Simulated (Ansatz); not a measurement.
The system is Ba2Tl5V3O12.

```
CELL_PARAMETERS angstrom
10.97457 0.00000 0.00000
0.00000 10.97457 0.00000
0.00000 0.00000 6.60400
ATOMIC_POSITIONS crystal
Ba 0.00000 0.50000 0.00000
Ba 0.50000 0.00000 0.00000
V 0.50000 0.50000 0.00000
V 0.50000 0.00000 0.50000
V 0.00000 0.50000 0.50000
Tl 0.50000 0.50000 0.50000
Tl 0.71260 0.28740 0.40228
Tl 0.28740 0.71260 0.40228
Tl 0.71260 0.71260 0.59772
Tl 0.28740 0.28740 0.59772
O 0.41064 0.58936 0.15770
O 0.58936 0.41064 0.15770
O 0.58936 0.58936 0.84230
O 0.41064 0.41064 0.84230
O 0.58661 0.08570 0.33378
O 0.41339 0.08570 0.66622
O 0.58661 0.91430 0.66622
O 0.41339 0.91430 0.33378
O 0.08570 0.58661 0.33378
O 0.08570 0.41339 0.66622
O 0.91430 0.58661 0.66622
O 0.91430 0.41339 0.33378
```

The cell was built by a generator and needn't be a form met in nature.

```yaml
Program: Ansatz 0.2.0
Task: relaxation of cell and atoms
Functional: PBE
Dispersion: D4
Potentials_or_basis: Ansatz PAW
Cutoff: "420 eV (not typed: the program's choice for these potentials)"
k_mesh: 2 × 2 × 3
Occupations: fermi-dirac, width 0.05 eV
Spin: collinear spin, ferromagnetic start
Starting_moments: "[0.0, 0.0, 2.0, 2.0, 2.0, 0.0, 0.0, 0.0, 0.0, 0.0, 0.0, 0.0, 0.0, 0.0, 0.0, 0.0, 0.0, 0.0, 0.0, 0.0, 0.0, 0.0] μB"
```

At the start: volume 36.15 Å³/atom.

Question: Where does the relaxation end?

Answer: It ends after 9 steps and the volume is 34.40 Å³/atom (-4.8 %); space group P-42m (No. 111, to 0.05 Å); moment 0.00 μB per cell.

The path:
```tsv
step	energy change (eV)	largest force (eV/Å)	volume (Å³)
1	0.0000	0.0690	795.39
2	-0.0700	0.1133	765.53
3	-0.0865	0.0453	767.47
4	-0.0941	0.0065	764.58
5	-0.0986	0.0117	761.32
6	-0.0653	0.0117	761.32
7	-0.0726	0.0216	756.26
8	-0.0721	0.0019	756.84
9	-0.0668	0.0019	756.84
```

Final structure:
```
Ba V Tl O
1.0
    10.73574    0.00000    0.00000
     0.00000   10.73574    0.00000
     0.00000    0.00000    6.56663
Ba V Tl O
2 3 5 12
Direct
  0.00000 0.50000 0.00000
  0.50000 0.00000 0.00000
  0.50000 0.50000 0.00000
  0.50000 0.00000 0.50000
  0.00000 0.50000 0.50000
  0.50000 0.50000 0.50000
  0.71204 0.28796 0.42956
  0.28796 0.71204 0.42956
  0.71204 0.71204 0.57044
  0.28796 0.28796 0.57044
  0.40855 0.59145 0.15819
  0.59145 0.40855 0.15819
  0.59145 0.59145 0.84181
  0.40855 0.40855 0.84181
  0.58868 0.08717 0.33348
  0.41132 0.08717 0.66652
  0.58868 0.91283 0.66652
  0.41132 0.91283 0.33348
  0.08717 0.58868 0.33348
  0.08717 0.41132 0.66652
  0.91283 0.58868 0.66652
  0.91283 0.41132 0.33348
```

Caveat: the plane-wave basis is chosen anew once the cell has moved, so the energies of steps on either side of that aren't comparable; the starting moments weren't kept.
